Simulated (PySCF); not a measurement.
# C4H9PSi2: the cost of one run

Programs: PySCF 2.14.0, with density-fitted response routines of our own. Each step states its level of theory. These are calculated values for one molecule in the gas phase, unless marked as measured. Atoms are numbered from 0 throughout.

## 1. The molecule as given

16 atoms, charge 0, multiplicity 1; geometry from: GFN2-xTB.

Bonds of the start (Å): C0–C1 1.20, C1–C2 1.41, C2–C3 1.34, C3–Si4 1.88, C2–Si5 1.90, Si5–P6 2.24, C0–H7 1.05, C3–H8 1.09, Si4–H9 1.47, Si4–H10 1.46, Si4–H11 1.47, Si5–H12 1.47, Si5–H13 1.47, P6–H14 1.38, P6–H15 1.38.

## 2. TDDFT and polarisability: B3LYP/def2-SVPD

The job: settings as JSON, then the geometry in Å.

```
{"job": {"kind": "uv", "xc": "B3LYP", "basis": "def2-SVPD", "nstates": 8, "ntriplets": 3}, "charge": 0, "multiplicity": 1}
C     -1.783500     2.779148     0.348662
C     -1.003140     1.865089     0.383794
C     -0.105432     0.776566     0.422118
C      1.186579     0.960114     0.105144
Si     2.521870    -0.360982     0.069868
Si    -0.883800    -0.881779     0.918479
P     -1.193590    -2.063717    -0.964337
H     -2.454257     3.585208     0.316851
H      1.488073     1.967915    -0.168610
H      3.720841     0.244521    -0.516015
H      2.087063    -1.506416    -0.733007
H      2.819432    -0.796705     1.440019
H     -2.132939    -0.596638     1.640406
H      0.016963    -1.655273     1.779183
H     -2.264949    -1.307907    -1.409741
H     -2.026813    -3.000200    -0.376742
```

Level: TDDFT B3LYP/def2-SVPD, vertical, gas phase, core orbitals frozen in the response.

Run with:

```bash
> OMP_NUM_THREADS=1 python probes_run.py task.json out
```

The driver reads the jobs from task.json and runs them one after another.

**Question.** How long does this job take on 1 thread of Arm Neoverse V1, shared host, and how much memory does it need?

About 52 s, with a peak of 0.84 GiB.
